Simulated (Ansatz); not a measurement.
Predict the output of the script below (Ansatz 0.2.0 through its Python package).

The script reads `b2f2h2o.xyz`:
```text
7

B     1.12670   -0.37980    0.16380
O    -0.08190   -0.13870    0.95170
B    -1.08110    0.33810   -0.00450
F    -1.24910    1.75630   -0.22770
F    -1.98390   -0.59880   -0.63410
H     1.33430   -1.45130   -0.29080
H     1.93510    0.47410    0.04150
```

Script `methods_b2f2h2o.py`:
```python
# -*- coding: utf-8 -*-
from dataclasses import dataclass
from pathlib import Path

import ansatz as az
import numpy as np


@dataclass(frozen=True)
class Options:
    basis_set: str = 'cc-pVDZ'


cfg = Options()

system = az.Crystal.molecule_from_extxyz('b2f2h2o.xyz')

calculation = system.calculation().basis(gaussian=cfg.basis_set)

print('functional    E (Ha)        dipole (D)   HOMO (eV)  LUMO (eV)')
for name in ['hse06', 'hf', 'cam_b3lyp', 'lda', 'r2scan0', 'pbe0']:
    summary = calculation.functional(name).forces().orbitals().run(runs_dir='runs').report
    lines = Path(summary['orbitals_path']).read_text().splitlines()
    field_of = lambda key: [line.split('=')[1].strip() for line in lines if line.startswith(key)]
    orbitals = [(27.211386 * float(e), s, float(n)) for e, s, n in zip(field_of('Ene='), field_of('Spin='), field_of('Occup='))]
    homo = max(e for e, _, n in orbitals if n > 0.5)
    lumo = min(e for e, _, n in orbitals if n < 0.5)
    dipole = 4.803205 * np.linalg.norm(summary['charge_distribution']['dipole_moment_e_ang'])
    print(f'{name:10s} {summary["free_energy_ev"] / 27.211386246:14.6f} {dipole:9.3f} {homo:11.3f} {lumo:10.3f}')
```

```console
$ python methods_b2f2h2o.py
functional    E (Ha)        dipole (D)   HOMO (eV)  LUMO (eV)
hse06         -325.604415     1.296      -8.460     -2.696
hf            -324.432540     1.721     -12.984      1.426
cam_b3lyp     -325.858052     1.315     -10.304     -1.108
lda           -323.571463     1.087      -7.262     -3.603
r2scan0       -325.768777     1.382      -9.145     -2.090
pbe0          -325.618691     1.299      -8.869     -2.305
```

Reading the output:
- Total energies depend on the basis set; only differences at equal settings carry meaning.
- The geometry is a force-field or estimated start, not a minimum of this method, and the basis set is short of its limit. A lower total doesn't mark the better method: functionals have no common bound, and MP2 and coupled cluster aren't variational.
- Levels such as HOMO and LUMO are orbital energies: with these approximate functionals they aren't the ionisation energy and electron affinity, and their gap isn't the fundamental gap.
- hse06 follows the composition of plane-wave codes, whose totals differ by tens of mHa, up to about 0.1 Ha, from the form usual in Gaussian-basis programs (wpbeh).
- The whole script took 14 s on 1 thread of Intel(R) Xeon(R) 6975P-C (Granite Rapids), with other jobs on the host, peak memory 0.23 GiB.

(A comment or docstring line of the script was reworded after the run, the code is as it ran; lines on the test bed's own set-up are left out of the output.)
